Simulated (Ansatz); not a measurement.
**C3H8Sn: up Jacob's ladder to CCSD(T)**

How much do the methods differ for C3H8Sn? The plan is to run it at one geometry with functionals of several rungs and with coupled cluster, and see how far each lands from CCSD(T) at the basis-set limit for the atomisation energy.

The runs use Ansatz 0.2.0, Gaussian basis; functionals in def2-TZVPP, the program's frozen cores in correlated methods.

Levels to be run: LDA (SPW92), PBE-D4, revPBE-D4, BLYP-D4, r2SCAN-D4, B97M-V, PBE0-D4, B3LYP-D4, r2SCANh-D4, r2SCAN0-D4, HSE06-D4, BHLYP-D4, CAM-B3LYP-D4, LC-ωPBE, ωB97X-V, ωB97M-V, B2PLYP, PBE-QIDH; CCSD(T)/def2-SVP; CCSD(T)/def2-TZVPP; MP2/def2-QZVPP; extrapolation to the limit; RPA on PBE.

## 1. The relaxed structure

An earlier PBE0-D4 in a triple-zeta def2 set relaxation fixed the geometry. Sn takes the def2 core potential; no spin-orbit term is included.

SMILES `C=C[CH2][SnH3]`, 12 atoms, charge 0, spin multiplicity 1.

Atoms are counted from 1 here; the program's logs count them from 0.

Bond lengths: C1–C2 1.329 Å, C1–H5 1.086 Å, C1–H6 1.083 Å, C2–C3 1.481 Å, C2–H7 1.089 Å, C3–Sn4 2.165 Å, C3–H8 1.092 Å, C3–H9 1.092 Å, Sn4–H10 1.707 Å, Sn4–H11 1.709 Å, Sn4–H12 1.711 Å. Angles: C2–C1–H5 121.5°, C2–C1–H6 121.4°, H5–C1–H6 117.1°, C1–C2–C3 125.6°, C1–C2–H7 118.4°, C3–C2–H7 115.9°, C2–C3–Sn4 110.4°, C2–C3–H8 111.9°, C2–C3–H9 111.9°, Sn4–C3–H8 106.6°, Sn4–C3–H9 107.2°, H8–C3–H9 108.5°, C3–Sn4–H10 108.6°, C3–Sn4–H11 109.2°, C3–Sn4–H12 110.4°, H10–Sn4–H11 109.5°, H10–Sn4–H12 109.8°, H11–Sn4–H12 109.3°.

## 2. LDA

This LDA is Slater exchange with PW92 correlation.

The input, in.yaml:

```yaml
crystal:
  periodic: [false, false, false]
  atoms:
    - {symbol: C, position_ang: [-0.307454, 2.071276, -0.123933]}
    - {symbol: C, position_ang: [-0.369888, 0.952460, 0.590785]}
    - {symbol: C, position_ang: [0.654794, -0.116336, 0.612008]}
    - {symbol: Sn, position_ang: [0.003122, -1.810965, -0.566719]}
    - {symbol: H, position_ang: [0.550121, 2.297939, -0.750202]}
    - {symbol: H, position_ang: [-1.111564, 2.796851, -0.106551]}
    - {symbol: H, position_ang: [-1.256051, 0.774970, 1.198420]}
    - {symbol: H, position_ang: [0.834075, -0.489458, 1.622904]}
    - {symbol: H, position_ang: [1.605019, 0.221950, 0.194068]}
    - {symbol: H, position_ang: [-0.082772, -1.335745, -2.203985]}
    - {symbol: H, position_ang: [-1.543335, -2.305566, -0.033905]}
    - {symbol: H, position_ang: [1.100934, -3.112476, -0.398989]}
basis:
  gaussian: {orbitals: def2-TZVPP}
hamiltonian: {xc: lda}
output: {orbitals: {seedname: orbitals}}
```

The run is started by

```console
$ ansatz run in.yaml --threads 2 --pin off --events-out ev --progress --plain --max-ram 32768MiB --backend cpu
```

The runs that follow: PBE-D4 (GGA); revPBE-D4 (GGA); BLYP-D4 (GGA); r2SCAN-D4 (meta-GGA); B97M-V (meta-GGA); PBE0-D4 (hybrid); B3LYP-D4 (hybrid); r2SCANh-D4 (hybrid); r2SCAN0-D4 (hybrid); HSE06-D4 (hybrid); BHLYP-D4 (hybrid); CAM-B3LYP-D4 (range-separated); LC-ωPBE (range-separated); ωB97X-V (range-separated); ωB97M-V (range-separated); B2PLYP (double hybrid); PBE-QIDH (double hybrid); CCSD(T) in def2-SVP; CCSD(T) in def2-TZVPP; MP2 in def2-QZVPP; RPA on PBE orbitals.

**Question.** What will the summary of the whole plan be? Wanted: atomisation energy, CCSD(T)/CBS; farthest beyond LDA; mean size of error, GGA; mean size of error, meta-GGA; mean size of error, hybrid; mean size of error, range-separated; mean size of error, double hybrid; gap, smallest and largest; T1 diagnostic.

As calculated:

```
                               quantity                                                                                                                           value
        atomisation energy, CCSD(T)/CBS                                                                                                                   4210.7 kJ/mol
 functionals within 42.1 kJ/mol (1.0 %)  PBE-D4, BLYP-D4, r2SCAN-D4, B97M-V, PBE0-D4, B3LYP-D4, r2SCANh-D4, HSE06-D4, CAM-B3LYP-D4, LC-ωPBE, ωB97X-V, ωB97M-V, PBE-QIDH
                    farthest beyond LDA                                                                                                        BHLYP-D4 (-100.2 kJ/mol)
                mean size of error, GGA                                                                                                                     41.3 kJ/mol
           mean size of error, meta-GGA                                                                                                                     17.9 kJ/mol
             mean size of error, hybrid                                                                                                                     33.3 kJ/mol
    mean size of error, range-separated                                                                                                                     12.5 kJ/mol
      mean size of error, double hybrid                                                                                                                     47.5 kJ/mol
              gap, smallest and largest                                                                                       4.76 eV (LDA (SPW92)), 11.36 eV (LC-ωPBE)
                          T1 diagnostic                                                                                                                          0.0121
triples share of the correlation energy                                                                                                                           3.6 %
```

What this shows: LDA overbinds by 545.3 kJ/mol (13 %). PBE-D4 is off by +41.4 kJ/mol. Double hybrids carry the basis error of their MP2 part in triple zeta, and no dispersion term here, so their miss is partly the set-up's. The rungs range-separated, meta-GGA, hybrid, GGA miss on average by less than the doubt on the reference (42.1 kJ/mol), so they tie. The reference freezes the cores and leaves out spin-orbit coupling and excitations past (T), and its outer-core shells are covered unevenly, so misses under about 42.1 kJ/mol can't be ranked. All levels share the lack of spin-orbit coupling, which lowers the free heavy atoms and so the true binding. Hartree-Fock recovers 74 % of the binding; the rest is correlation. CCSD(T) in def2-SVP is off by -201.7 kJ/mol, so the small basis spoils what the method gains. Orbital gaps span 4.8 to 11.4 eV; exact exchange widens them. Correlated methods include outer-core shells of Sn, which these sets cover unevenly.
